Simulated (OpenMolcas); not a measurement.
# Tb³⁺ among point charges: CASSCF levels and susceptibility

Aim: the splitting of the states of Tb³⁺ in the field of 8 point charges, its lowest levels with spin-orbit coupling and its magnetic susceptibility.

The numbers are computed with OpenMolcas 26.06 (state-averaged CASSCF, spin-orbit coupling by RASSI with atomic mean-field integrals), except any that are marked as measured or tabulated.

### Step 1. Starting point

| Quantity | Value |
| --- | --- |
| Species | Tb³⁺ (terbium, Z = 65, 62 electrons) |
| Basis | ANO-RCC-VDZP [7s6p4d2f1g], 68 functions |
| Scalar Hamiltonian | DKH2, point nucleus |
| Inactive shells | 1s 2s 2p 3s 3p 3d 4s 4p 4d 5s 5p |
| Active space | 8 electrons in 7 orbitals (4f) |
| Some configurations of this space | 4f8 |
| Orbitals | optimised for the highest spin of each parity, averaged over all roots |

The outer shells:

4f8
```
4f [↑↓][↑ ][↑ ][↑ ][↑ ][↑ ][↑ ]
```

The ion sits among 8 point charges of -1 e arranged as a hexagonal bipyramid (D6h), 3.13 Å from the ion, with the axial distance 3.099 Å.

The work runs as a chain of OpenMolcas steps in one folder; each step below is one input file. Labels, J, g values, rates, χT and fits are worked out afterwards by a script from the matrices that RASSI stores. The input lists half of the charges; inversion (Group=XYZ) makes the rest.

### Step 2. Basis and integrals

File a.inp:

```
&GATEWAY
Coord
1

Tb 0.0 0.0 0.0
Basis=ANO-RCC-VDZP
Group=XYZ
NoMove
AngMom=0.0 0.0 0.0
AMFI
XField
4 Angstrom 0
3.130000 0.000000 0.000000 -1.000000
1.565000 2.710660 0.000000 -1.000000
1.565000 -2.710660 0.000000 -1.000000
0.000000 0.000000 3.098700 -1.000000
&SEWARD
```

On the command line:

```
$ OMP_NUM_THREADS=1 MOLCAS_MEM=2252 MOLCAS_PROJECT=a pymolcas a.inp > a.log
```

### Step 3. CASSCF: septets of even parity, 7 roots

File a.inp:

```
&RASSCF
FileOrb=start.orb
Symmetry=1
Spin=7
nActEl=8 0 0
Inactive=15 12
Ras2=0 7
CIRoot=7 7 1
SDav=7
CIMx=300
Iter=120 100
PrWF=0.3
OrbListing=Nothing
MaxOrb=0
>>> COPY $Project.JobIph JOB001
```

start.orb holds the contracted functions of the basis, ordered by shell, or the orbitals of the step before.

### Step 4. CASSCF: quintets of even parity, 140 roots

File a.inp:

```
&RASSCF
FileOrb=start.orb
Symmetry=1
Spin=5
nActEl=8 0 0
Inactive=15 12
Ras2=0 7
CIRoot=140 140 1
SDav=140
CIMx=300
Iter=120 100
PrWF=0.3
OrbListing=Nothing
MaxOrb=0
CIOnly
>>> COPY $Project.JobIph JOB002
```

### Step 5. CASSCF: triplets of even parity, 162 roots

File a.inp:

```
&RASSCF
FileOrb=start.orb
Symmetry=1
Spin=3
nActEl=8 0 0
Inactive=15 12
Ras2=0 7
CIRoot=162 162 1
SDav=588
CIMx=300
Iter=120 100
PrWF=0.3
OrbListing=Nothing
MaxOrb=0
CIOnly
>>> COPY $Project.JobIph JOB003
```

### Step 6. State interaction with spin-orbit coupling

File a.inp:

```
&RASSI
NrOfJobIphs=2 7 62
1 2 3 4 5 6 7
1 2 3 4 5 6 7 8 9 10 11 12 13 14 15 16 17 18 19 20 21 22 23 24 25 26 27
28 29 30 31 32 33 34 35 36 37 38 39 40 41 42 43 44 45 46 47 48 49 50 51
52 53 54 55 56 57 58 59 60 61 62
IphNames
JOB001
JOB002
EJob
SpinOrbit
DIPRint=1.0
SOCoupling=1000.0
Subsets=2
Property=9
'ANGMOM' 1 'ANGMOM' 2 'ANGMOM' 3 'MLTPL  1' 1 'MLTPL  1' 2 'MLTPL  1' 3
'AMFI' 1 'AMFI' 2 'AMFI' 3
SOProperty=3
'ANGMOM' 1 'ANGMOM' 2 'ANGMOM' 3
```

**Question.** What will these runs give? Wanted: spin-free ground state; first state of the same spin within the active space; lowest level; next level.

As calculated:

```
                                            quantity                               value
                                              method                              CASSCF
                              spin-free ground state  septet, 2-fold in its orbital part
first state of the same spin within the active space                 septet at 1.18 cm⁻¹
                                        lowest level                              1-fold
                                          next level                            4.3 cm⁻¹
                                         χT at 300 K                     11.77 cm³ K/mol
                           effective moment at 300 K                             9.70 μB
```

What this shows: The spin-free ground state (septet) comes to 100 % from free-ion F terms and keeps the highest spin of the shell. The quintets, triplets rest on orbitals optimised for another spin in at least one step, which raises them against the optimised states. Not all states of the active space went into the spin-orbit step. High states of lower spin are left out of the spin-orbit mixing, and CASSCF puts spin-flip levels too high. Point charges carry no covalency, so the field is a model and not that of real ligands.
